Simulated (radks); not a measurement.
**The first electron to leave Cu³⁺**

Aim: remove one electron from each of the outer sub-shells of Cu³⁺ ([Ar] 3d(3/2: 4, 5/2: 4)) in turn, let the ion relax, and find the cheapest removal. The parent's configuration is the lowest that an earlier search found at this level.

Program: radks (a radial shooting solver on a logarithmic mesh, Libxc functionals) version 1. Level of theory: Dirac Kohn-Sham, PBE, spin-unpolarised, spherical densities, finite nucleus. These are calculated values, not measurements, unless marked.

3 further runs of the same task are left out: 3 set aside as unsound or not needed.

### Step 1. What is computed

```
element            : copper (Z = 29)
charge             : +3
electrons          : 26
configuration      : [Ar] 3d(3/2: 4, 5/2: 4)
nuclear rms radius : 3.8823 fm
```

A shell typed twice in an input gives the lower j, then the higher j.

### Step 2. The parent, Cu³⁺

The parent was computed earlier with the same settings: E = -1652.386620 hartree. Its outer levels (eV):

```
level  occupation  energy (eV)
2s1/2           2      -1109.3
2p1/2           2      -977.52
2p3/2           4      -957.03
3s1/2           2      -160.62
3p1/2           2      -119.54
3p3/2           4      -116.88
3d3/2           4      -49.081
3d5/2           4      -48.753
```

### Step 3. Remove 3d5/2: [Ar] 3d(3/2: 4, 5/2: 3)

The run's settings:

```text
Z 29
configuration [Ar] 3d4 3d3
relativity Dirac
functional pbe,pbe
spin unpolarised
j_filling energy
nucleus finite rms 3.8823 fm
c 137.035999084
```

### Step 4. Remove 3d3/2: [Ar] 3d(3/2: 3, 5/2: 4)

Changes since step 3:

```diff
@@ -1,3 +1,3 @@
 Z 29
-configuration [Ar] 3d4 3d3
+configuration [Ar] 3d3 3d4
 relativity Dirac
```

### Step 5. Remove 3p3/2: [Ne] 3s2 3p(1/2: 2, 3/2: 3) 3d(3/2: 4, 5/2: 4)

Changes since step 4:

```diff
@@ -1,3 +1,3 @@
 Z 29
-configuration [Ar] 3d3 3d4
+configuration [Ne] 3s2 3p2 3p3 3d4 3d4
 relativity Dirac
```

### Step 6. Remove 3p1/2: [Ne] 3s2 3p(1/2: 1, 3/2: 4) 3d(3/2: 4, 5/2: 4)

Changes since step 5:

```diff
@@ -1,3 +1,3 @@
 Z 29
-configuration [Ne] 3s2 3p2 3p3 3d4 3d4
+configuration [Ne] 3s2 3p1 3p4 3d4 3d4
 relativity Dirac
```

### Step 7. Ion rearranged (move 3d5/2 to 4s1/2 after a removal): [Ar] 3d(3/2: 4, 5/2: 2) 4s1

Changes since step 6:

```diff
@@ -1,3 +1,3 @@
 Z 29
-configuration [Ne] 3s2 3p1 3p4 3d4 3d4
+configuration [Ar] 3d4 3d2 4s1
 relativity Dirac
```

### Step 8. Ion rearranged (move 3d5/2 to 4p1/2 after a removal): [Ar] 3d(3/2: 4, 5/2: 2) 4p(1/2: 1, 3/2: 0)

Changes since step 7:

```diff
@@ -1,3 +1,3 @@
 Z 29
-configuration [Ar] 3d4 3d2 4s1
+configuration [Ar] 3d4 3d2 4p1 4p0
 relativity Dirac
```

Q: Predict the outcome of this session. Wanted: for each run, case; final configuration; Δ-SCF; −ε of the level emptied.

As calculated:

```
                                                case                             final configuration  Δ-SCF (eV)  −ε of the level emptied (eV)
                                        remove 3d5/2                         [Ar] 3d(3/2: 4, 5/2: 3)      59.539                        48.753
                                        remove 3d3/2                         [Ar] 3d(3/2: 3, 5/2: 4)      59.899                        49.081
ion rearranged (move 3d5/2 to 4s1/2 after a removal)                     [Ar] 3d(3/2: 4, 5/2: 2) 4s1      85.121                             -
ion rearranged (move 3d5/2 to 4p1/2 after a removal)      [Ar] 3d(3/2: 4, 5/2: 2) 4p(1/2: 1, 3/2: 0)      95.092                             -
                                        remove 3p3/2  [Ne] 3s2 3p(1/2: 2, 3/2: 3) 3d(3/2: 4, 5/2: 4)      128.56                        116.88
                                        remove 3p1/2  [Ne] 3s2 3p(1/2: 1, 3/2: 4) 3d(3/2: 4, 5/2: 4)      131.29                        119.54
```

In words: The 3d5/2 electron leaves first, at 59.539 eV; the next cheapest, 3d3/2, costs 59.899 eV. 3d5/2 is also the highest occupied level of the parent. NIST lists 57.38 eV (semi-empirical), between the same two configurations. Spin polarisation and multiplet splitting are left out, so open shells lie too high by an amount that depends on their filling.
